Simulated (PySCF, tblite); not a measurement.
# C5H15NOSi2: geometry, infrared bands and NMR shifts

Wanted: the infrared bands and NMR shifts of C5H15NOSi2 (`CN[Si@@]1(C[SiH3])CCCO1`), by calculation.

Computed with tblite 0.8.0 and PySCF 2.14.0, with density-fitted response routines of our own, on a single molecule in the gas phase. Atoms are numbered from 0 throughout.

### Step 1. Starting geometry

24 atoms, charge 0, multiplicity 1; geometry from: force field or distance geometry start.

Bonds of the start (Å): C0–N1 1.45, N1–Si2 1.76, Si2–C3 1.83, C3–Si4 1.87, Si2–C5 1.88, C5–C6 1.52, C6–C7 1.49, C7–O8 1.41, O8–Si2 1.73, C0–H9 1.10, C0–H10 1.11, C0–H11 1.11, N1–H12 1.02, C3–H13 1.12, C3–H14 1.13, Si4–H15 1.46, Si4–H16 1.46, Si4–H17 1.48, C5–H18 1.10, C5–H19 1.11, C6–H20 1.12, C6–H21 1.10, C7–H22 1.09, C7–H23 1.11.

### Step 2. Geometry optimisation with GFN2-xTB

What the job is given:

```
{"job": {"kind": "relax", "xc": "GFN2-xTB", "basis": "xTB"}, "charge": 0, "multiplicity": 1}
C      2.629300    -0.917300     0.375500
N      1.834500    -0.443400    -0.745200
Si     0.128500    -0.221900    -0.376600
C     -0.793900    -1.751800     0.030600
Si    -2.646500    -1.613200    -0.173100
C     -0.185300     1.180400     0.835900
C     -0.325200     2.334500    -0.139200
C      0.088200     1.866200    -1.488300
O     -0.537400     0.623200    -1.737300
H      3.665500    -1.026700     0.012900
H      2.640600    -0.160100     1.191600
H      2.301600    -1.916700     0.722600
H      2.035800    -0.911800    -1.625200
H     -0.396100    -2.578200    -0.605300
H     -0.629000    -2.087400     1.093000
H     -2.993600    -0.208900    -0.386400
H     -3.348500    -2.123900     0.996400
H     -3.058100    -2.445600    -1.329300
H      0.643000     1.309100     1.555400
H     -1.175100     1.077100     1.330600
H      0.386200     3.120000     0.228900
H     -1.357600     2.715900    -0.200600
H     -0.085700     2.589600    -2.284700
H      1.166800     1.610900    -1.441300
```

The run is started by

```
OMP_NUM_THREADS=1 python probes_run.py task.json out
```

This one command runs all jobs of the session in turn.

**Question.** This job is followed by: GFN2-xTB harmonic vibrations, gas phase; GIAO PBE0/pcSseg-1 NMR shielding, non-relativistic, gas phase. Predict these results of the whole session: strongest single infrared mode (GFN2-xTB); zero-point energy (GFN2-xTB); ¹³C shifts against TMS (PBE0/pcSseg-1); ¹H shifts against TMS (PBE0/pcSseg-1, means over atoms taken as alike); ¹⁵N shifts against NH3 (PBE0/pcSseg-1); ²⁹Si shifts against TMS (PBE0/pcSseg-1); ¹⁷O shifts against H2O (PBE0/pcSseg-1).

The runs gave:

| quantity | value |
| --- | --- |
| strongest single infrared mode (GFN2-xTB) | 802 cm⁻¹, 446 km/mol |
| zero-point energy (GFN2-xTB) | 120.9 kcal/mol |
| ¹³C shifts against TMS (PBE0/pcSseg-1) | 70.7, 30.6, 29.9, 14.2, -6.3 ppm |
| ¹H shifts against TMS (PBE0/pcSseg-1, means over atoms taken as alike) | 4.27, 3.95, 3.93, 2.63, 1.93, 1.75, 0.90, 0.61, 0.37, -0.11, -0.19 ppm |
| ¹⁵N shifts against NH3 (PBE0/pcSseg-1) | 27.3 ppm |
| ²⁹Si shifts against TMS (PBE0/pcSseg-1) | 18.4, -76.3 ppm |
| ¹⁷O shifts against H2O (PBE0/pcSseg-1) | 53.8 ppm |

**Reading.** Relaxing lowered the energy by 1.044 eV in 226 steps; the close pair that moved most is Si2–O8, from 1.735 to 1.641 Å. No mode is imaginary among the 66: a minimum at this level. GFN2-xTB is a fitted tight-binding method: band positions and strengths are rough. Its intensities can rank the bands wrongly. C7 (sp3 CH2 bonded to O) lies farthest downfield among carbon, at 70.7 ppm; pulled downfield by the heteroatom. At PBE0/pcSseg-1: Shielding is most anisotropic at O8 (span 110 ppm, paramagnetic term -119 ppm).
